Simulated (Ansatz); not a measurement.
# C: the cost of one run

Method: DFT r2SCAN, scalar-relativistic, plane waves, PAW, in Ansatz 0.2.0.

A COD entry behind a cell of this session may itself be a prediction, so a difference from it is no test against experiment.

**1. The structure to begin with**

It takes space group P6_3/mmc (No. 194, hexagonal). The conventional cell has a = 2.512 Å, b = 2.512 Å, c = 12.392 Å, α = 90.00°, β = 90.00°, γ = 120.00°. C (site symmetry 3m) has 4 C at 1.54 to 1.57 Å in its first shell of neighbours. C (site symmetry 3m) has 4 C at 1.54 Å in its first shell of neighbours.

Structure file:

```
CELL_PARAMETERS angstrom
2.51239 0.00000 0.00000
-1.25619 2.17579 0.00000
0.00000 0.00000 12.39177
ATOMIC_POSITIONS crystal
C 0.00000 0.00000 0.18683
C 0.00000 0.00000 0.68683
C 0.00000 0.00000 0.31317
C 0.00000 0.00000 0.81317
C 0.33333 0.66667 0.52076
C 0.66667 0.33333 0.02076
C 0.33333 0.66667 0.97924
C 0.66667 0.33333 0.47924
C 0.33333 0.66667 0.64506
C 0.66667 0.33333 0.14506
C 0.33333 0.66667 0.85494
C 0.66667 0.33333 0.35494
```

It is the result of an earlier relaxation at this level (volume 5.64 Å³/atom; gap on the mesh: 4.69 eV).

**2. Point at V/V0 = 0.97**

input.yaml

```yaml
crystal:
  lattice:
    - [2.4870066954, 0.0, 0.0]
    - [-1.2435033477, 2.1538109776, 0.0]
    - [0.0, 0.0, 12.2665946858]
  atoms:
    - { symbol: C, position: [0.0, 0.0, 0.186828669] }
    - { symbol: C, position: [0.0, 0.0, 0.686828669] }
    - { symbol: C, position: [0.0, 0.0, 0.313171331] }
    - { symbol: C, position: [0.0, 0.0, 0.813171331] }
    - { symbol: C, position: [0.3333333333, 0.6666666667, 0.5207643649] }
    - { symbol: C, position: [0.6666666667, 0.3333333333, 0.0207643649] }
    - { symbol: C, position: [0.3333333333, 0.6666666667, 0.9792356351] }
    - { symbol: C, position: [0.6666666667, 0.3333333333, 0.4792356351] }
    - { symbol: C, position: [0.3333333333, 0.6666666667, 0.6450550061] }
    - { symbol: C, position: [0.6666666667, 0.3333333333, 0.1450550061] }
    - { symbol: C, position: [0.3333333333, 0.6666666667, 0.8549449939] }
    - { symbol: C, position: [0.6666666667, 0.3333333333, 0.3549449939] }
basis:
  ecutwfc: 500
kpoints:
  mp_grid: { grid: [12, 12, 2] }
hamiltonian:
  xc: r2scan
scf:
  occupations: { method: gaussian, width: 0.02 }
output:
  forces: true
  stress: true
  eigenvalues: true
relax:
  adjacent_minimum: "off"
  f_tol: 0.01
  max_steps: 30
  cell: { stress_tol: 0.1, fix: [volume] }
```

Command:

```bash
ansatz run input.yaml --threads 2 --pin off --max-ram 5120MiB --backend cpu --events-out ev --progress --plain --runs-dir out
```

What time and memory should one allow on 2 threads of Intel Xeon at 2.50GHz (Skylake/Cascade Lake), shared host?

About 41 s, with a peak of 0.57 GiB.
